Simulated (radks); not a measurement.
**Spin polarisation of the 4d shell in Nb⁺**

One table from this session's results is given with a row withheld; the runs are named, their logs left out.

Program: radks (a radial shooting solver on a logarithmic mesh, Libxc functionals) version 1. Level of theory: non-relativistic Kohn-Sham, SCAN, spin-polarised, spherical densities, point nucleus. These are calculated values, not measurements, unless marked.

### Starting point

* element: niobium (Z = 41)
* charge: +1
* electrons: 40
* configuration: [Kr] 4d(up 2, down 2)

A shell typed twice in an input gives spin up, then spin down.

Set-up of the first run:

Settings of this run:

```text
Z 41
configuration [Kr] 4d2 4d2
relativity non-relativistic
functional scan,scan
spin polarised
nucleus point
```

Command:

```
$ python run_ks.py task.json out
```

All runs below come from this command, one after another.

Steps of the session up to this table: No moment.

One table of the session follows, with a row left open; its other results are not shown here.

It belongs to the step «No moment». From the orbitals of this run (lengths in bohr):

```
level     <r>  outermost maximum (interpolated)  90 % within  nodes
   2s  0.1628                             0.137        0.251      1
   2p       ?                                 ?            ?      ?
   3s  0.4536                             0.406        0.669      2
   3p  0.4501                             0.394        0.680      1
   3d  0.4321                             0.335        0.691      0
   4s   1.192                              1.06         1.74      3
   4p   1.317                              1.14         1.96      2
   4d   2.026                              1.46         3.31      1
```

Estimate the missing values for 2p.

**Answer.** <r>: 0.1398; outermost maximum (interpolated): 0.108; 90 % within: 0.227; nodes: 0. In the column «<r>» it is the lowest.
